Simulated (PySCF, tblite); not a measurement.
# C6H7NS: dynamics, then NMR shifts on frames

Aim: move C6H7NS (`C=CCc1ccsn1`) away from its starting geometry and see how NMR shifts follow the geometry.

Programs: tblite 0.8.0 and PySCF 2.14.0, with density-fitted response routines of our own. Each step states its level of theory. These are calculated values for one molecule in the gas phase, unless marked as measured. Atoms are numbered from 0 throughout.

## (1) The starting structure

15 atoms, charge 0, multiplicity 1; geometry from: GFN2-xTB.

Bonds of the start (Å): C0–C1 1.32, C1–C2 1.50, C2–C3 1.50, C3–C4 1.42, C4–C5 1.36, C5–S6 1.72, S6–N7 1.63, N7–C3 1.31, C0–H8 1.08, C0–H9 1.08, C1–H10 1.08, C2–H11 1.09, C2–H12 1.09, C4–H13 1.07, C5–H14 1.07.

## (2) A short Langevin run with GFN2-xTB

Job settings and geometry (Å):

```
{"job": {"kind": "md", "xc": "GFN2-xTB", "basis": "xTB", "temperature": 400, "steps": 2000, "every": 50, "frames": 5}, "charge": 0, "multiplicity": 1}
C     -2.413374     0.498824    -0.627924
C     -1.591429    -0.462881    -0.253975
C     -0.692301    -0.389147     0.944992
C      0.736151    -0.382430     0.497978
C      1.356541     0.695231    -0.182741
C      2.647526     0.381251    -0.478434
S      2.996839    -1.197860     0.094204
N      1.498810    -1.426672     0.696320
H     -2.505728     1.416881    -0.069782
H     -3.036879     0.409142    -1.501264
H     -1.509442    -1.374957    -0.830122
H     -0.849195    -1.261513     1.582081
H     -0.901320     0.519197     1.514164
H      0.867199     1.619778    -0.425555
H      3.392188     0.963144    -0.981855
```

Level: GFN2-xTB Langevin dynamics, gas phase.

Started as:

```console
OMP_NUM_THREADS=1 python probes_run.py task.json out
```

One launch serves the whole session: the jobs run in the order shown.

Log:

```text
t/fs     T/K      E/eV
    0.0   319.0   -613.27031
   25.0   184.3   -612.91746
   50.0   299.6   -612.91482
   75.0   299.1   -612.80498
  100.0   267.2   -612.74986
  125.0   286.1   -612.86146
  150.0   224.2   -612.84196
  175.0   248.1   -612.77170
  200.0   266.3   -612.56808
  225.0   329.8   -612.75955
  250.0   351.2   -612.79078
  275.0   375.9   -612.76072
  300.0   330.3   -612.62358
  325.0   365.9   -612.66246
  350.0   425.7   -612.55491
  375.0   435.0   -612.51125
  400.0   580.4   -612.44317
  425.0   476.8   -612.45203
  450.0   448.9   -612.61540
  475.0   519.9   -612.63171
  500.0   444.5   -612.71040
  525.0   287.9   -612.54665
  550.0   283.2   -612.70702
  575.0   314.3   -612.59916
  600.0   391.8   -612.65940
  625.0   423.7   -612.67505
  650.0   390.6   -612.56414
  675.0   468.5   -612.66014
  700.0   483.2   -612.50377
  725.0   559.6   -612.63045
  750.0   505.3   -612.34500
  775.0   470.8   -612.40299
  800.0   443.7   -612.26161
  825.0   276.8   -612.37857
  850.0   317.6   -612.60159
  875.0   377.9   -612.62417
  900.0   295.6   -612.73997
  925.0   323.3   -612.67938
  950.0   375.8   -612.65228
  975.0   312.5   -612.50552
 1000.0   491.9   -612.67918
```

Run time: 20 s. Hardware: 1 thread of Arm Neoverse N1, shared host; peak memory 0.18 GiB.

Distance from the start (root mean square after alignment): 0 fs 0.00 Å, 200 fs 0.43 Å, 400 fs 0.47 Å, 600 fs 0.44 Å, 800 fs 0.36 Å, 1000 fs 0.49 Å.

Positions (Å) and forces (eV/Å) at 1000 fs:

```xyz
15

C    -2.414    1.415    0.318   -0.909    0.033   -0.220
C    -1.553    0.468    0.567    1.763   -0.262    1.984
C    -0.192    0.660    1.352   -1.699    0.447   -0.623
C     0.850   -0.182    0.737   -0.349   -2.186    0.640
C     1.905    0.209   -0.094   -0.643    1.681   -0.484
C     2.517   -0.819   -0.724   -1.931   -1.042    2.284
S     1.810   -2.295   -0.025    0.548    0.633   -0.630
N     0.720   -1.525    0.906    0.770    1.952   -0.805
H    -2.220    2.454    0.437    0.031    0.436    0.034
H    -3.409    1.098    0.013    0.249    0.464   -0.255
H    -1.885   -0.539    0.481    0.212   -0.696   -0.165
H    -0.335    0.307    2.388   -0.232    0.194   -0.374
H    -0.013    1.748    1.351    0.384   -0.496    0.005
H     2.039    1.284   -0.297    0.188   -0.785    0.035
H     3.206   -0.713   -1.464    1.617   -0.373   -1.425
```

## (3) NMR shieldings: 250 fs, PBE0/pcSseg-1

Job settings and geometry (Å):

```
{"job": {"kind": "nmr", "xc": "PBE0", "basis": "pcSseg-1", "pop": false}, "charge": 0, "multiplicity": 1}
C     -2.751400    -0.053700    -1.525200
C     -1.896000    -0.517300    -0.557900
C     -1.156800     0.118200     0.676400
C      0.305100    -0.047800     0.454100
C      1.172600     0.949600    -0.026200
C      2.473400     0.435800    -0.085800
S      2.484800    -1.160700     0.543300
N      0.888500    -1.144700     0.810200
H     -3.076500     0.980000    -1.550500
H     -3.151300    -0.752400    -2.251800
H     -1.659600    -1.581600    -0.533600
H     -1.510700    -0.515800     1.503100
H     -1.402500     1.192900     0.876900
H      0.920700     1.882200    -0.513700
H      3.423500     0.918900    -0.387900
```

Method: GIAO PBE0/pcSseg-1 NMR shielding, non-relativistic, gas phase.

Log:

```text
coarse grid: 13544 points
cycle   1  E = -685.1126347920  dE =  1.239e+00  |g| = 3.874e-01  |ddm| = 3.780e+00
cycle   2  E = -685.0824208444  dE =  3.021e-02  |g| = 5.311e-01  |ddm| = 9.351e-01
cycle   3  E = -685.1489268322  dE = -6.651e-02  |g| = 1.275e-01  |ddm| = 5.979e-01
cycle   4  E = -685.1524805926  dE = -3.554e-03  |g| = 4.286e-02  |ddm| = 1.348e-01
cycle   5  E = -685.1528964948  dE = -4.159e-04  |g| = 1.695e-02  |ddm| = 6.247e-02
cycle   6  E = -685.1529731792  dE = -7.668e-05  |g| = 4.586e-03  |ddm| = 2.187e-02
cycle   7  E = -685.1529776868  dE = -4.508e-06  |g| = 1.492e-03  |ddm| = 4.608e-03
final grid: 127592 points
cycle   8  E = -685.2024691767  dE = -2.292e-05  |g| = 9.438e-03  |ddm| = 3.152e-02
cycle   9  E = -685.2024472483  dE =  2.193e-05  |g| = 1.324e-02  |ddm| = 2.063e-02
cycle  10  E = -685.2024903421  dE = -4.309e-05  |g| = 1.572e-03  |ddm| = 1.378e-02
cycle  11  E = -685.2024909820  dE = -6.398e-07  |g| = 3.932e-04  |ddm| = 1.792e-03
cycle  12  E = -685.2024910175  dE = -3.556e-08  |g| = 1.382e-04  |ddm| = 4.360e-04
cycle  13  E = -685.2024910223  dE = -4.778e-09  |g| = 3.634e-05  |ddm| = 1.470e-04
cycle  14  E = -685.2024910225  dE = -1.892e-10  |g| = 2.223e-05  |ddm| = 4.681e-05
converged SCF energy = -685.2024910225

GIAO shielding tensors (ppm)
atom      isotropic    diamagn.    paramagn.     s11        s22        s33       span
  0 C       61.485     252.791    -191.306    -55.486     79.432    160.510    215.995
  1 C       25.390     256.059    -230.669    -97.275     32.308    141.137    238.413
  2 C      139.859     243.856    -103.997    122.000    144.702    152.874     30.874
  3 C       22.463     254.763    -232.300    -48.462     -1.054    116.904    165.366
  4 C       57.071     253.186    -196.115    -26.594     51.945    145.861    172.455
  5 C       17.977     262.316    -244.339    -87.528      7.877    133.584    221.112
  6 S      121.958    1057.342    -935.384    -69.131    186.339    248.666    317.797
  7 N      -61.711     326.768    -388.479   -316.767    -92.155    223.788    540.555
  8 H       25.842      30.364      -4.522     21.950     25.391     30.185      8.236
  9 H       25.692      28.061      -2.368     22.463     24.838     29.776      7.313
 10 H       24.952      31.524      -6.572     21.236     23.494     30.126      8.890
 11 H       27.389      28.985      -1.596     24.119     26.342     31.708      7.589
 12 H       27.279      29.797      -2.518     23.787     27.065     30.984      7.197
 13 H       24.228      32.516      -8.289     21.193     23.961     27.529      6.335
 14 H       22.503      29.684      -7.181     21.011     21.489     25.009      3.998
```

Run time: 36 s. Hardware: 1 thread of Arm Neoverse N1, shared host; peak memory 0.8 GiB.

Shifts follow as δ = σ(reference) − σ, with reference shieldings (ppm) from runs at the same level and on the same kind of geometry: ¹H TMS 31.72, ¹³C TMS 186.9, ¹⁵N NH3 267.7, ³³S CS2 504. The references are single molecules in the gas phase, so shifts against H2O, NH3, PH3, H3PO4 or CFCl3 are not on the usual liquid scales and can be off by tens of ppm. Each atom is listed at this fixed geometry, with no averaging over motion; a spectrum would average atoms that exchange fast.

| atoms | environment | σ (ppm) | δ (ppm) |
| --- | --- | --- | --- |
| C5 | aromatic CH next to the ring sulfur | 18.0 | 168.9 |
| C3 | substituted aromatic carbon next to a ring nitrogen | 22.5 | 164.5 |
| C1 | alkene CH | 25.4 | 161.5 |
| C4 | aromatic CH | 57.1 | 129.9 |
| C0 | terminal =CH2 carbon | 61.5 | 125.4 |
| C2 | sp3 CH2 on an aromatic ring | 139.9 | 47.1 |
| H14 | hydrogen on an aromatic CH next to the ring sulfur | 22.50 | 9.21 |
| H13 | hydrogen on an aromatic CH | 24.23 | 7.49 |
| H10 | hydrogen on an alkene CH | 24.95 | 6.76 |
| H9 | hydrogen on a terminal =CH2 carbon | 25.69 | 6.02 |
| H8 | hydrogen on a terminal =CH2 carbon | 25.84 | 5.88 |
| H12 | hydrogen on an sp3 CH2 on an aromatic ring | 27.28 | 4.44 |
| H11 | hydrogen on an sp3 CH2 on an aromatic ring | 27.39 | 4.33 |
| S6 | aromatic ring sulfur | 122 | 382 |
| N7 | pyridine-type nitrogen of an azole | -61.7 | 329.4 |

Ring of atoms C3, C4, C5, S6, N7: NICS(0) -12.9, NICS(1) -12.2, NICS(1)zz -29.8 ppm (means of both faces).

## (4) Shielding tensors: 425 fs, PBE0/pcSseg-1

Job settings and geometry (Å):

```
{"job": {"kind": "nmr", "xc": "PBE0", "basis": "pcSseg-1", "pop": false}, "charge": 0, "multiplicity": 1}
C     -2.422700     0.473600    -1.554100
C     -2.130100    -0.125400    -0.422500
C     -1.113800     0.375700     0.569500
C      0.305000    -0.271200     0.537500
C      1.438700     0.417100     0.208200
C      2.479100    -0.381100     0.444400
S      2.033400    -1.961300     0.832100
N      0.399900    -1.508400     0.936400
H     -1.977400     1.397200    -1.823100
H     -3.208300     0.024700    -2.063300
H     -2.515800    -1.099900    -0.162300
H     -1.648900     0.113100     1.506800
H     -0.838300     1.387400     0.439800
H      1.573400     1.501000    -0.088300
H      3.490700    -0.236500     0.447100
```

Method: GIAO PBE0/pcSseg-1 NMR shielding, non-relativistic, gas phase.

Log:

```text
coarse grid: 13544 points
cycle   1  E = -685.0877122688  dE =  1.489e+00  |g| = 4.272e-01  |ddm| = 3.842e+00
cycle   2  E = -685.0694359230  dE =  1.828e-02  |g| = 5.118e-01  |ddm| = 9.563e-01
cycle   3  E = -685.1320587162  dE = -6.262e-02  |g| = 1.285e-01  |ddm| = 5.937e-01
cycle   4  E = -685.1356514487  dE = -3.593e-03  |g| = 4.458e-02  |ddm| = 1.494e-01
cycle   5  E = -685.1360823581  dE = -4.309e-04  |g| = 1.723e-02  |ddm| = 6.675e-02
cycle   6  E = -685.1361593127  dE = -7.695e-05  |g| = 5.398e-03  |ddm| = 2.491e-02
cycle   7  E = -685.1361655996  dE = -6.287e-06  |g| = 1.708e-03  |ddm| = 5.844e-03
final grid: 127592 points
cycle   8  E = -685.1856069515  dE = -3.045e-05  |g| = 9.432e-03  |ddm| = 3.251e-02
cycle   9  E = -685.1855848046  dE =  2.215e-05  |g| = 1.341e-02  |ddm| = 2.050e-02
cycle  10  E = -685.1856273748  dE = -4.257e-05  |g| = 1.946e-03  |ddm| = 1.381e-02
cycle  11  E = -685.1856282895  dE = -9.148e-07  |g| = 4.569e-04  |ddm| = 2.103e-03
cycle  12  E = -685.1856283377  dE = -4.818e-08  |g| = 1.772e-04  |ddm| = 6.510e-04
cycle  13  E = -685.1856283452  dE = -7.463e-09  |g| = 5.756e-05  |ddm| = 2.210e-04
cycle  14  E = -685.1856283458  dE = -6.164e-10  |g| = 2.236e-05  |ddm| = 6.460e-05
converged SCF energy = -685.1856283458

GIAO shielding tensors (ppm)
atom      isotropic    diamagn.    paramagn.     s11        s22        s33       span
  0 C       66.656     252.565    -185.909    -53.912     90.538    163.342    217.254
  1 C       35.526     258.552    -223.026    -93.230     47.888    151.920    245.149
  2 C      140.694     245.284    -104.590    114.752    150.267    157.063     42.311
  3 C       14.812     254.550    -239.738    -60.026     -5.559    110.021    170.047
  4 C       70.164     251.752    -181.588     -1.734     73.121    139.105    140.839
  5 C       30.545     259.684    -229.139    -69.160      9.604    151.191    220.352
  6 S       69.878    1057.070    -987.192   -201.071    203.830    206.875    407.945
  7 N      -90.425     325.125    -415.550   -329.387   -134.920    193.032    522.418
  8 H       26.184      31.726      -5.542     22.197     25.631     30.724      8.527
  9 H       26.738      28.770      -2.032     22.853     25.492     31.869      9.016
 10 H       24.778      31.409      -6.631     22.512     23.539     28.282      5.769
 11 H       27.334      29.491      -2.157     24.552     26.220     31.228      6.676
 12 H       28.715      32.856      -4.141     23.841     30.188     32.117      8.276
 13 H       23.807      30.498      -6.690     20.266     24.476     26.679      6.413
 14 H       24.255      32.257      -8.003     21.306     23.193     28.265      6.958
```

Wall time 35 s (1 thread of Arm Neoverse N1, shared host); peak memory 0.8 GiB.

Key values: δ C3 172.1, C5 156.4, C1 151.4, C0 120.3, H13 7.91, H14 7.46 ppm.

(Part 1 of 2 ends here.)
